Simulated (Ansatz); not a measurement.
# RuSi: the cost of one run

The runs use Ansatz 0.2.0, Gaussian basis; def2-QZVPP, core rule «outside noble gas», up to 9 orbitals frozen.

Plan: UHF; ROHF; CCSD(T) on UHF.

2 further runs of the same task are left out: 2 set aside as unsound or not needed. Runs told in other sessions of the task aren't counted.

## Step 1: What is computed

The geometry is a PBE0/def2-TZVP stationary point (not a proven minimum) of the parent state, kept for this charge and spin. No spin-orbit coupling is included. Elements past krypton take def2 core potentials.

2 atoms, charge 0, spin multiplicity 3.

Atoms are counted from 1 here; the program's logs count them from 0.

Bond lengths: Ru1–Si2 2.032 Å.

## Step 2: UHF

The input, in.yaml:

```yaml
crystal:
  periodic: [false, false, false]
  atoms:
    - {symbol: Ru, position_ang: [0.000000, 0.000000, 0.000000]}
    - {symbol: Si, position_ang: [0.000000, 0.000000, 2.032000]}
basis:
  gaussian: {orbitals: "def2-QZVPP.json"}
magnetization: {spin_polarized: true, initial_magnetization: 2}
hamiltonian: {xc: hf}
output: {orbitals: {seedname: orbitals}}
```

Started as:

```sh
> ansatz run in.yaml --threads 1 --pin off --events-out ev --progress --plain --max-ram 2816MiB --backend cpu
```

What time and memory should one allow on 1 thread of AMD EPYC 7R13, shared host?

About 75 s, with a peak of 0.41 GiB.
